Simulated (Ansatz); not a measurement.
**C₂H₇GaSe: one species, many methods**

An exercise on one series of results from a longer session: the logs are not shown, and one member is left open.

Computed with Ansatz 0.2.0, Gaussian basis. Level: functionals in def2-TZVPP, the program's frozen cores in correlated methods.

The runs, in order: LDA (SPW92), PBE-D4, revPBE-D4, BLYP-D4, r2SCAN-D4, B97M-V, PBE0-D4, B3LYP-D4, r2SCANh-D4, r2SCAN0-D4, HSE06-D4, BHLYP-D4, CAM-B3LYP-D4, LC-ωPBE, ωB97X-V, ωB97M-V, B2PLYP, PBE-QIDH; CCSD(T)/def2-SVP; CCSD(T)/def2-TZVPP; MP2/def2-QZVPP; extrapolation to the limit; RPA on PBE.

## The geometry

An earlier PBE0-D4 in a triple-zeta def2 set relaxation fixed the geometry.

SMILES `[CH3][GaH][Se]C`, 11 atoms, charge 0, spin multiplicity 1.

Atoms are counted from 1 here; the program's logs count them from 0.

Bond lengths: C1–Ga2 1.965 Å, C1–H5 1.092 Å, C1–H6 1.090 Å, C1–H7 1.093 Å, Ga2–Se3 2.321 Å, Ga2–H8 1.565 Å, Se3–C4 1.961 Å, C4–H9 1.087 Å, C4–H10 1.088 Å, C4–H11 1.088 Å. Angles: Ga2–C1–H5 110.4°, Ga2–C1–H6 111.6°, Ga2–C1–H7 110.0°, H5–C1–H6 108.8°, H5–C1–H7 107.4°, H6–C1–H7 108.6°, C1–Ga2–Se3 118.4°, C1–Ga2–H8 126.8°, Se3–Ga2–H8 114.7°, Ga2–Se3–C4 100.0°, Se3–C4–H9 110.5°, Se3–C4–H10 106.7°, Se3–C4–H11 110.5°, H9–C4–H10 109.4°, H9–C4–H11 110.3°, H10–C4–H11 109.4°.

Set-up of the first run:

File in.yaml:

```yaml
crystal:
  periodic: [false, false, false]
  atoms:
    - {symbol: C, position_ang: [-1.470780, 0.878736, 0.076502]}
    - {symbol: Ga, position_ang: [-0.603146, -0.234893, 1.443084]}
    - {symbol: Se, position_ang: [1.410151, -1.262376, 0.916671]}
    - {symbol: C, position_ang: [1.641570, -0.631506, -0.925277]}
    - {symbol: H, position_ang: [-1.632728, 0.302021, -0.837074]}
    - {symbol: H, position_ang: [-2.430515, 1.263210, 0.423190]}
    - {symbol: H, position_ang: [-0.828595, 1.724998, -0.180029]}
    - {symbol: H, position_ang: [-1.123463, -0.517625, 2.892125]}
    - {symbol: H, position_ang: [1.707658, 0.453681, -0.950327]}
    - {symbol: H, position_ang: [2.574700, -1.059321, -1.287260]}
    - {symbol: H, position_ang: [0.820547, -0.973826, -1.550905]}
basis:
  gaussian: {orbitals: def2-TZVPP}
hamiltonian: {xc: lda}
output: {orbitals: {seedname: orbitals}}
```

Launch:

```bash
$ ansatz run in.yaml --threads 4 --pin off --events-out ev --progress --plain --max-ram 10444MiB
```

Steps of the session up to this table: LDA; PBE-D4 (GGA); revPBE-D4 (GGA); BLYP-D4 (GGA); r2SCAN-D4 (meta-GGA); B97M-V (meta-GGA); PBE0-D4 (hybrid); B3LYP-D4 (hybrid); r2SCANh-D4 (hybrid); r2SCAN0-D4 (hybrid); HSE06-D4 (hybrid); BHLYP-D4 (hybrid); CAM-B3LYP-D4 (range-separated); LC-ωPBE (range-separated); ωB97X-V (range-separated); ωB97M-V (range-separated); B2PLYP (double hybrid); PBE-QIDH (double hybrid).

One table of the session follows, with a row left open; its other results are not shown here.

It belongs to the step «Frontier levels by functional». 

```
  functional  HOMO (eV)  gap (eV)
 LDA (SPW92)      -5.73      3.68
      PBE-D4      -5.58      3.79
   revPBE-D4      -5.53      3.84
     BLYP-D4      -5.43      3.70
   r2SCAN-D4      -5.82      4.25
      B97M-V          ?         ?
     PBE0-D4      -6.64      5.59
    B3LYP-D4      -6.43      5.13
  r2SCANh-D4      -6.21      4.91
  r2SCAN0-D4      -6.80      5.89
    HSE06-D4      -6.25      4.83
    BHLYP-D4      -7.57      7.25
CAM-B3LYP-D4      -7.89      7.72
     LC-ωPBE      -9.20     10.15
     ωB97X-V      -8.88      9.70
     ωB97M-V      -8.76      9.37
```

**Question.** Estimate the row for B97M-V.

As computed: HOMO (eV): -5.88; gap (eV): 4.16. In the column «HOMO (eV)» it lies between r2SCANh-D4 (-6.21) and r2SCAN-D4 (-5.82).
